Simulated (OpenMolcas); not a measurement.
**Ta³⁺ among point charges: CASSCF and CASPT2 levels and susceptibility**

How does a field of 5 point charges split the states of Ta³⁺, and what χT follows?

Program: OpenMolcas 26.06. Level of theory: state-averaged CASSCF and CASPT2, spin-orbit coupling by RASSI with atomic mean-field integrals. These are calculated values, not measurements, unless marked.

### Step 1. The atom as given

- Species: Ta³⁺ (tantalum, Z = 73, 70 electrons)
- Basis: ANO-RCC-VDZP [7s6p4d2f1g], 68 functions
- Scalar Hamiltonian: DKH2, point nucleus
- Inactive shells: 1s 2s 2p 3s 3p 3d 4s 4p 4d 4f 5s 5p
- Active space: 2 electrons in 5 orbitals (5d)
- Some configurations of this space: 5d²
- Orbitals: optimised for each spin and parity, averaged over all roots

Outer shells as boxes (Hund's rule):

5d2
```
5d [↑ ][↑ ][  ][  ][  ]
```

The ion sits among 5 point charges of -1 e arranged as a trigonal bipyramid (D3h), 2.26 Å from the ion, with the axial distance 2.124 Å.

Each step is its own input file, run in one work folder so that later steps find the files of earlier ones. Labels, J, g values, rates, χT and fits are worked out afterwards by a script from the matrices that RASSI stores.

### Step 2. Basis and integrals

The input, a.inp:

```
&GATEWAY
Coord
1

Ta 0.0 0.0 0.0
Basis=ANO-RCC-VDZP
Group=NoSym
NoMove
AngMom=0.0 0.0 0.0
AMFI
XField
5 Angstrom 0
2.260000 0.000000 0.000000 -1.000000
-1.130000 1.957217 0.000000 -1.000000
-1.130000 -1.957217 0.000000 -1.000000
0.000000 0.000000 2.124400 -1.000000
0.000000 0.000000 -2.124400 -1.000000
&SEWARD
```

Run with:

```
> OMP_NUM_THREADS=1 MOLCAS_MEM=1689 MOLCAS_PROJECT=a pymolcas a.inp > a.log
```

### Step 3. CASSCF: triplets, 10 roots

The input, a.inp:

```
&RASSCF
FileOrb=start.orb
Symmetry=1
Spin=3
nActEl=2 0 0
Inactive=34
Ras2=5
CIRoot=10 10 1
SDav=10
CIMx=300
Iter=120 100
PrWF=0.3
OrbListing=Nothing
MaxOrb=0
>>> COPY $Project.JobIph JOB001
```

start.orb holds the contracted functions of the basis, ordered by shell, or the orbitals of the step before.

### Step 4. CASSCF: singlets, 15 roots

The input, a.inp:

```
&RASSCF
FileOrb=start.orb
Symmetry=1
Spin=1
nActEl=2 0 0
Inactive=34
Ras2=5
CIRoot=15 15 1
SDav=15
CIMx=300
Iter=120 100
PrWF=0.3
OrbListing=Nothing
MaxOrb=0
>>> COPY $Project.JobIph JOB002
```

### Step 5. State interaction with spin-orbit coupling

The input, a.inp:

```
&RASSI
NrOfJobIphs=2 10 15
1 2 3 4 5 6 7 8 9 10
1 2 3 4 5 6 7 8 9 10 11 12 13 14 15
IphNames
JOB001
JOB002
EJob
SpinOrbit
DIPRint=1.0
SOCoupling=1000.0
Subsets=2
Property=9
'ANGMOM' 1 'ANGMOM' 2 'ANGMOM' 3 'MLTPL  1' 1 'MLTPL  1' 2 'MLTPL  1' 3
'AMFI' 1 'AMFI' 2 'AMFI' 3
SOProperty=3
'ANGMOM' 1 'ANGMOM' 2 'ANGMOM' 3
```

### Step 6. CASPT2: IPEA 0.25, imaginary shift 0.1 (closed shells correlated: 4f 5s 5p)

The input, a.inp:

```
>>> COPY JOB001 $Project.JobIph
&CASPT2
Multistate=10 1 2 3 4 5 6 7 8 9 10
NoMult
Frozen=23
IPEA=0.25
Imaginary=0.1
MaxIter=60
WThr=0.0 0.3 0.05
PrWF=0.5
NoMix
>>> COPY JOB002 $Project.JobIph
&CASPT2
Multistate=15 1 2 3 4 5 6 7 8 9 10 11 12 13 14 15
NoMult
Frozen=23
IPEA=0.25
Imaginary=0.1
MaxIter=60
WThr=0.0 0.3 0.05
PrWF=0.5
NoMix
```

(Steps that only read results are left out.)

Before running it: what results should come out? Wanted: spin-free ground state; first state of the same spin within the active space; lowest level; next level.

The runs gave:

| quantity | value |
| --- | --- |
| method | SS-CASPT2, IPEA 0.25, imaginary shift 0.1 (closed shells correlated: 4f 5s 5p) |
| spin-free ground state | 3A1, 1-fold in its orbital part |
| first state of the same spin within the active space | 3A2 at 29.8 cm⁻¹ |
| lowest level | 2-fold E, g = 0.00, 0.00, 2.12 |
| next level | 22.9 cm⁻¹ |
| χT at 300 K | 0.17 cm³ K/mol |
| effective moment at 300 K | 1.15 μB |

Cost by method:

| method | time of its own steps | time with the reference |
| --- | --- | --- |
| A. CASSCF | 18 s | 18 s |
| B. SS-CASPT2, IPEA 0.25, imaginary shift 0.1, +4f 5s 5p | 13 s | 31 s |

Times are of one thread on a shared host.

The spin-free ground state (3A1) comes to 100 % from free-ion F terms and keeps the highest spin of the shell. χT at 300 K is 0.17, against 1.00 cm³ K/mol for the spin alone, so spin-orbit coupling lowers it. CASPT2 does not keep the components of a term degenerate, and the means are used. The field of point charges can differ much from that of real complexes. This is an electrostatic model: the charges have no orbitals.
